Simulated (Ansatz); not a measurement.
# Si16PbC15: the cost of one run

Program: Ansatz 0.2.0. Level of theory: DFT, PBE, plane-wave PAW, default files, scalar-relativistic, as far as a step names no other. These are calculated values, not measurements.

1 further run of the same task is left out (it didn't finish).

### 1 Starting point

It takes space group P3m1 (No. 156, trigonal). Conventional cell: a = 6.152 Å, b = 6.152 Å, c = 10.096 Å, α = 90.00°, β = 90.00°, γ = 120.00°. Around Si (site symmetry 3m) lie 3 C at 1.87 Å and 1 Pb at 1.94 Å. Around Si (site symmetry 3m) lie 4 C at 1.87 to 1.94 Å. Si (site symmetry m) has 4 C at 1.87 to 1.94 Å as nearest neighbours. Around Si (site symmetry m) lie 3 C at 1.87 to 1.94 Å and 1 Pb at 1.87 Å. Only part of the 16 independent sites is listed.

Structure file:

```
Si Pb C
1.0
     6.15200    0.00000    0.00000
    -3.07600    5.32779    0.00000
     0.00000    0.00000   10.09600
Si Pb C
16 1 15
Direct
  0.16667 0.33333 0.00000
  0.16667 0.33333 0.50000
  0.16667 0.83333 0.00000
  0.16667 0.83333 0.50000
  0.66667 0.33333 0.00000
  0.66667 0.33333 0.50000
  0.66667 0.83333 0.00000
  0.66667 0.83333 0.50000
  0.33333 0.16667 0.25000
  0.33333 0.16667 0.75000
  0.33333 0.66667 0.25000
  0.33333 0.66667 0.75000
  0.83333 0.16667 0.25000
  0.83333 0.16667 0.75000
  0.83333 0.66667 0.25000
  0.83333 0.66667 0.75000
  0.16667 0.33333 0.19250
  0.16667 0.33333 0.69250
  0.16667 0.83333 0.19250
  0.16667 0.83333 0.69250
  0.66667 0.33333 0.19250
  0.66667 0.33333 0.69250
  0.66667 0.83333 0.19250
  0.66667 0.83333 0.69250
  0.33333 0.16667 0.44250
  0.33333 0.16667 0.94250
  0.33333 0.66667 0.44250
  0.33333 0.66667 0.94250
  0.83333 0.16667 0.44250
  0.83333 0.16667 0.94250
  0.83333 0.66667 0.44250
  0.83333 0.66667 0.94250
```

Atom 17 of the input is the impurity.

### 2 First run, atoms as given

Contents of input.yaml:

```yaml
crystal:
  lattice:
    - [6.152, 0.0, 0.0]
    - [-3.076, 5.327788284, 0.0]
    - [0.0, 0.0, 10.096]
  atoms:
    - { symbol: Si, position: [0.1666666666, 0.3333333334, 0.0] }
    - { symbol: Si, position: [0.1666666666, 0.3333333334, 0.5] }
    - { symbol: Si, position: [0.1666666666, 0.8333333334, 0.0] }
    - { symbol: Si, position: [0.1666666666, 0.8333333334, 0.5] }
    - { symbol: Si, position: [0.6666666666, 0.3333333334, 0.0] }
    - { symbol: Si, position: [0.6666666666, 0.3333333334, 0.5] }
    - { symbol: Si, position: [0.6666666666, 0.8333333334, 0.0] }
    - { symbol: Si, position: [0.6666666666, 0.8333333334, 0.5] }
    - { symbol: Si, position: [0.3333333334, 0.1666666666, 0.25] }
    - { symbol: Si, position: [0.3333333334, 0.1666666666, 0.75] }
    - { symbol: Si, position: [0.3333333334, 0.6666666666, 0.25] }
    - { symbol: Si, position: [0.3333333334, 0.6666666666, 0.75] }
    - { symbol: Si, position: [0.8333333334, 0.1666666666, 0.25] }
    - { symbol: Si, position: [0.8333333334, 0.1666666666, 0.75] }
    - { symbol: Si, position: [0.8333333334, 0.6666666666, 0.25] }
    - { symbol: Si, position: [0.8333333334, 0.6666666666, 0.75] }
    - { symbol: Pb, position: [0.1666666666, 0.3333333334, 0.1925] }
    - { symbol: C, position: [0.1666666666, 0.3333333334, 0.6925] }
    - { symbol: C, position: [0.1666666666, 0.8333333334, 0.1925] }
    - { symbol: C, position: [0.1666666666, 0.8333333334, 0.6925] }
    - { symbol: C, position: [0.6666666666, 0.3333333334, 0.1925] }
    - { symbol: C, position: [0.6666666666, 0.3333333334, 0.6925] }
    - { symbol: C, position: [0.6666666666, 0.8333333334, 0.1925] }
    - { symbol: C, position: [0.6666666666, 0.8333333334, 0.6925] }
    - { symbol: C, position: [0.3333333334, 0.1666666666, 0.4425] }
    - { symbol: C, position: [0.3333333334, 0.1666666666, 0.9425] }
    - { symbol: C, position: [0.3333333334, 0.6666666666, 0.4425] }
    - { symbol: C, position: [0.3333333334, 0.6666666666, 0.9425] }
    - { symbol: C, position: [0.8333333334, 0.1666666666, 0.4425] }
    - { symbol: C, position: [0.8333333334, 0.1666666666, 0.9425] }
    - { symbol: C, position: [0.8333333334, 0.6666666666, 0.4425] }
    - { symbol: C, position: [0.8333333334, 0.6666666666, 0.9425] }
total_charge: -2
kpoints:
  mp_grid: { grid: [4, 4, 2] }
scf:
  occupations: { method: fermi_dirac, width: 0.01 }
hamiltonian:
  xc: pbe
  pseudopotentials: { kind: paw }
output:
  forces: true
  stress: true
  populations: true
  efg: { contact_densities: true }
```

Started as:

```console
$ ansatz run input.yaml --threads 1 --pin off --max-ram 3072MiB --backend cpu --events-out ev --progress --plain --runs-dir out
```

Q: Estimate wall time and peak memory on 1 thread of Arm Neoverse V1, shared host.

About 60 s, with a peak of 0.67 GiB.
